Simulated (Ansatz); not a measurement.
# BrClGeH radical: small, medium and large basis sets

An exercise on one series of results from a longer session: the logs are not shown, and one member is left open.

Program: Ansatz 0.2.0, Gaussian basis. Level of theory: one geometry, several basis sets. These are calculated values, not measurements.

Plan: PBE0-D4/def2-SVP; ωB97M-V/def2-SVP; PBE0-D4/def2-QZVPP; ωB97M-V/def2-QZVPP; the functionals' def2-TZVPP values are taken from earlier runs.

## Structure used throughout

An earlier PBE0-D4 in a triple-zeta def2 set relaxation fixed the geometry.

4 atoms, charge 0, spin multiplicity 2.

Atoms are counted from 1 here; the program's logs count them from 0.

Bond lengths: Cl1–Ge2 2.152 Å, Ge2–Br3 2.306 Å, Ge2–H4 1.555 Å. Angles: Cl1–Ge2–Br3 108.7°, Cl1–Ge2–H4 106.8°, Br3–Ge2–H4 107.8°.

Set-up of the first run:

The input, in.yaml:

```yaml
crystal:
  periodic: [false, false, false]
  atoms:
    - {symbol: Cl, position_ang: [-1.869042, 0.399916, -0.447475]}
    - {symbol: Ge, position_ang: [0.269995, 0.163018, -0.472865]}
    - {symbol: Br, position_ang: [0.799613, -1.886537, 0.442643]}
    - {symbol: H, position_ang: [0.855034, 1.263302, 0.457397]}
basis:
  gaussian: {orbitals: def2-SVP}
magnetization: {spin_polarized: true, initial_magnetization: 1}
hamiltonian: {xc: pbe0, dispersion: d4}
output: {orbitals: {seedname: orbitals}}
```

Launch:

```bash
$ ansatz run in.yaml --threads 4 --pin off --events-out ev --progress --plain --max-ram 10444MiB
```

Steps of the session up to this table: PBE0-D4 in def2-SVP; ωB97M-V in def2-SVP; PBE0-D4 in def2-QZVPP; ωB97M-V in def2-QZVPP.

One table of the session follows, with a row left open; its other results are not shown here.

It belongs to the step «Density functionals: the series». 

```
functional       basis  HOMO (eV)  LUMO (eV)
   PBE0-D4    def2-SVP      -6.91      -3.84
   PBE0-D4  def2-TZVPP          ?          ?
   PBE0-D4  def2-QZVPP      -7.04      -3.93
   ωB97M-V    def2-SVP      -8.85      -1.98
   ωB97M-V  def2-TZVPP      -8.98      -2.12
   ωB97M-V  def2-QZVPP      -9.01      -2.17
```

**Question.** Estimate the row for PBE0-D4, def2-TZVPP.

The run gave: HOMO (eV): -7.02; LUMO (eV): -3.91. In the column «HOMO (eV)» it lies between PBE0-D4, def2-QZVPP (-7.04) and PBE0-D4, def2-SVP (-6.91).
